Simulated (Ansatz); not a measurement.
**SiHCl2F (SMILES F[SiH](Cl)Cl) at BHLYP/def2-SVPD**

Aim: the energy change on altering one bond length of SiHCl2F at BHLYP/def2-SVPD, from 2 runs. 

Program for the calculation: Ansatz 0.2.0.

62 further runs of the same task are left out: 62 set aside as unsound or not needed.

**1. Starting point**

SiHCl2F has 5 atoms, charge 0, and is taken as a singlet. SMILES: `F[SiH](Cl)Cl`. Geometry: relaxed at PBE0-D4/def2-TZVP.

Bond lengths: F1–Si2 1.581 Å, Si2–Cl3 2.024 Å, Si2–Cl4 2.024 Å, Si2–H5 1.467 Å. Angles: F1–Si2–Cl3 108.4°, F1–Si2–Cl4 108.4°, Cl3–Si2–Cl4 110.2°, F1–Si2–H5 109.1°, Cl3–Si2–H5 110.4°, Cl4–Si2–H5 110.4°.

**2. A single-point energy at BHLYP/def2-SVPD**

File run.yaml:

```yaml
crystal:
  periodic: [false, false, false]
  atoms:
    - symbol: F
      position_ang: [0.035500, -0.682700, 1.466900]
    - symbol: Si
      position_ang: [0.115700, -0.048400, 0.020800]
    - symbol: Cl
      position_ang: [-0.511900, 1.872300, 0.131500]
    - symbol: Cl
      position_ang: [-1.092800, -1.108700, -1.208300]
    - symbol: H
      position_ang: [1.503300, -0.106100, -0.452400]
basis:
  gaussian:
    orbitals: def2-SVPD
hamiltonian:
  xc: {name: BHLYP}
accuracy: high
output: {orbitals: {seedname: orbitals}}
```

Launch:

```console
$ ansatz run run.yaml --threads 1 --pin off --max-ram 3480MiB --events-out events.jsonl --progress --plain --runs-dir runs
```

Standard output:

```text
Warning: RAYON_NUM_THREADS=1 ignored (pool sized by the plan → 1); use --threads N
Functional definition: BHLYP
  name "BHLYP"
  parameter a = 0.5
  exchange = (1 - a)*b88_x + a*exact_x
  correlation = lyp_c
2049 factors; integrals over basis functions are off by at most 3.2e-9 eV
mean field evaluation 1: about -35645.6467 eV, gradient 3.1e1 eV
mean field evaluation 2: about -35645.3115 eV, gradient 3.6e1 eV
mean field evaluation 4: about -35647.3209 eV, gradient 8.5e-1 eV
mean field evaluation 8: about -35647.5839 eV, gradient 1.0e-1 eV
mean field evaluation 16: about -35647.5841 eV, gradient 3.0e-5 eV
mean field -35647.58406813 eV, -1310.0245517035 hartree, gradient 5.6e-8 eV, S^2 0.000000; 0 other end points of the search recorded, 0 dependent functions left out
reference -35647.58409241 eV, -1310.0245525956 hartree; 29, 29 occupied and 80, 80 virtual orbitals, 2049 factors
Total energy: -35647.58409241 eV, -1310.0245525956 hartree
```

It took 3.9 s on 1 thread of AMD EPYC 9R45 (Zen 5), shared host; peak memory 0.4 GiB.

**3. The distorted shape, same level**

File job.yaml:

```yaml
crystal:
  periodic: [false, false, false]
  atoms:
    - {symbol: F, position_ang: [-0.380816, -0.665389, 1.608872]}
    - {symbol: Si, position_ang: [-0.300616, -0.031089, 0.162772]}
    - {symbol: Cl, position_ang: [-0.928216, 1.889611, 0.273472]}
    - {symbol: Cl, position_ang: [-1.509116, -1.091389, -1.066328]}
    - {symbol: H, position_ang: [1.503300, -0.106100, -0.452400]}
basis:
  gaussian:
    orbitals: def2-SVPD
hamiltonian:
  xc: {name: BHLYP}
accuracy: high
output: {orbitals: {seedname: orbitals}}
```

Launch:

```console
$ ansatz run job.yaml --threads 1 --pin off --max-ram 3480MiB --events-out events.jsonl --progress --plain --runs-dir runs
```

Standard output:

```text
Warning: RAYON_NUM_THREADS=1 ignored (pool sized by the plan → 1); use --threads N
Functional definition: BHLYP
  name "BHLYP"
  parameter a = 0.5
  exchange = (1 - a)*b88_x + a*exact_x
  correlation = lyp_c
2051 factors; integrals over basis functions are off by at most 3.6e-9 eV
mean field evaluation 1: about -35644.3779 eV, gradient 3.2e1 eV
mean field evaluation 2: about -35643.9728 eV, gradient 3.7e1 eV
mean field evaluation 4: about -35646.1580 eV, gradient 9.0e-1 eV
mean field evaluation 8: about -35646.4263 eV, gradient 1.2e-1 eV
mean field evaluation 16: about -35646.4265 eV, gradient 4.2e-5 eV
mean field -35646.42647789 eV, -1309.9820110468 hartree, gradient 1.8e-8 eV, S^2 0.000000; 0 other end points of the search recorded, 0 dependent functions left out
reference -35646.42650243 eV, -1309.9820119487 hartree; 29, 29 occupied and 80, 80 virtual orbitals, 2051 factors
Total energy: -35646.42650243 eV, -1309.9820119487 hartree
```

It took 3.9 s on 1 thread of AMD EPYC 9R45 (Zen 5), shared host; peak memory 0.4 GiB.

**4. Outcome**

Level: BHLYP/def2-SVPD.

```
                                                          quantity           value
                                         first shape: total energy  -1310.02455 Eh
                                          first shape: HOMO energy       -11.02 eV
                                          first shape: LUMO energy         0.79 eV
                                        first shape: HOMO–LUMO gap        11.81 eV
                                     distorted shape: total energy  -1309.98201 Eh
                                      distorted shape: HOMO energy       -10.44 eV
                                      distorted shape: LUMO energy        -0.25 eV
                                    distorted shape: HOMO–LUMO gap        10.19 eV
energy change with the Si2–H5 bond stretched from 1.467 to 1.907 Å        1.158 eV
```

With the Si2–H5 bond stretched from 1.467 to 1.907 Å the energy rises by 1.16 eV (112 kJ/mol). The first shape isn't relaxed at this level, so the change isn't measured from a minimum.
